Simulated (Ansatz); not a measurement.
# AlIn2N3: substituted relatives

The task here is to estimate one member of a computed series from the others.

Method: DFT PBEsol, scalar-relativistic, plane waves, PAW, in Ansatz 0.2.0.

2 further runs of the same task are left out: 2 set aside as unsound or not needed. Runs told in other sessions of the task aren't counted.

## The starting structure

The structure is orthorhombic, space group Cmc2_1 (No. 36). Conventional cell: a = 10.187 Å, b = 5.863 Å, c = 5.445 Å, α = 90.00°, β = 90.00°, γ = 90.00°. Al (site symmetry m) is surrounded by 4 N at 1.89 to 1.91 Å. In (site symmetry 1) has 4 N at 2.15 to 2.17 Å in its first shell of neighbours. N (site symmetry 1) has 1 Al at 1.89 Å and 3 In at 2.15 to 2.17 Å in its first shell of neighbours. N (site symmetry m) has 2 Al at 1.90 to 1.91 Å and 2 In at 2.16 Å in its first shell of neighbours.

Coordinates:

```cif
data_structure
_symmetry_space_group_name_H-M 'P 1'
_symmetry_Int_Tables_number 1
_cell_length_a 5.8768
_cell_length_b 5.8768
_cell_length_c 5.4450
_cell_angle_alpha 90.000
_cell_angle_beta 90.000
_cell_angle_gamma 59.841
_cell_volume 162.60
loop_
_atom_site_label
_atom_site_type_symbol
_atom_site_fract_x
_atom_site_fract_y
_atom_site_fract_z
_atom_site_occupancy
Al1 Al 0.34071 0.65929 0.98927 1
Al2 Al 0.65929 0.34071 0.48927 1
In1 In 0.98845 0.33553 0.98727 1
In2 In 0.66447 0.01155 0.98727 1
In3 In 0.01155 0.66447 0.48727 1
In4 In 0.33553 0.98845 0.48727 1
N1 N 0.97053 0.33277 0.38485 1
N2 N 0.66723 0.02947 0.38485 1
N3 N 0.02947 0.66723 0.88485 1
N4 N 0.33277 0.97053 0.88485 1
N5 N 0.36716 0.63284 0.33849 1
N6 N 0.63284 0.36716 0.83849 1
```

It goes back to an entry of the Materials Project, which need not be the stable form.

This cell was relaxed beforehand with the same method: volume 13.55 Å³/atom, gap on the mesh 0.95 eV.

Set-up of the first run:

File input.yaml:

```yaml
crystal:
  lattice:
    - [6.2860824732, -3.6176351452, 0.0]
    - [6.2860824732, 3.6176351452, 0.0]
    - [0.0, 0.0, 6.7198967753]
  atoms:
    - { symbol: Al, position: [0.3407110227, 0.6592889773, 0.9892706513] }
    - { symbol: Al, position: [0.6592889773, 0.3407110227, 0.4892706513] }
    - { symbol: In, position: [0.9884507746, 0.3355278299, 0.9872690535] }
    - { symbol: In, position: [0.6644721701, 0.0115492254, 0.9872690535] }
    - { symbol: In, position: [0.0115492254, 0.6644721701, 0.4872690535] }
    - { symbol: In, position: [0.3355278299, 0.9884507746, 0.4872690535] }
    - { symbol: Bi, position: [0.9705347958, 0.3327672717, 0.3848498719] }
    - { symbol: Bi, position: [0.6672327283, 0.0294652042, 0.3848498719] }
    - { symbol: Bi, position: [0.0294652042, 0.6672327283, 0.8848498719] }
    - { symbol: Bi, position: [0.3327672717, 0.9705347958, 0.8848498719] }
    - { symbol: Bi, position: [0.3671604716, 0.6328395284, 0.338491498] }
    - { symbol: Bi, position: [0.6328395284, 0.3671604716, 0.838491498] }
basis:
  ecutwfc: 420
kpoints:
  mp_grid: { grid: [4, 4, 4] }
hamiltonian:
  xc: pbesol
scf:
  occupations: { method: gaussian, width: 0.1 }
output:
  forces: true
  stress: true
  eigenvalues: true
```

Command:

```console
ansatz run input.yaml --threads 2 --pin off --max-ram 5120MiB --backend cpu --events-out ev --progress --plain --runs-dir out
```

Among the steps run: Quick check of gap, pressure and forces (AlIn2Bi3); Coarse relaxation (AlIn2Bi3); Full relaxation (AlIn2Bi3).

One table of the session follows, with a row left open; its other results are not shown here.

Lengths are those of the vectors of the cell that was run:

| swap | volume (Å³/atom) | a (Å) | b (Å) | c (Å) | ΔH_f (eV/atom) |
| --- | --- | --- | --- | --- | --- |
| none | 13.55 | 5.877 | 5.877 | 5.445 | -0.479 |
| Al → Mg | ? | ? | ? | ? | ? |
| In → Y | 14.57 | 6.406 | 6.406 | 5.019 | -1.531 |
| N → Bi | 35.77 | 8.050 | 8.050 | 7.645 | 0.081 |

**Question.** Estimate the row for Al → Mg.

**Answer.** volume (Å³/atom): 14.74; a (Å): 6.048; b (Å): 6.048; c (Å): 5.589; ΔH_f (eV/atom): 0.017. In the column «volume (Å³/atom)» it lies between In → Y (14.57) and N → Bi (35.77).

Lengths are those of the computed cell. Rows of earlier swaps come from the sessions before.
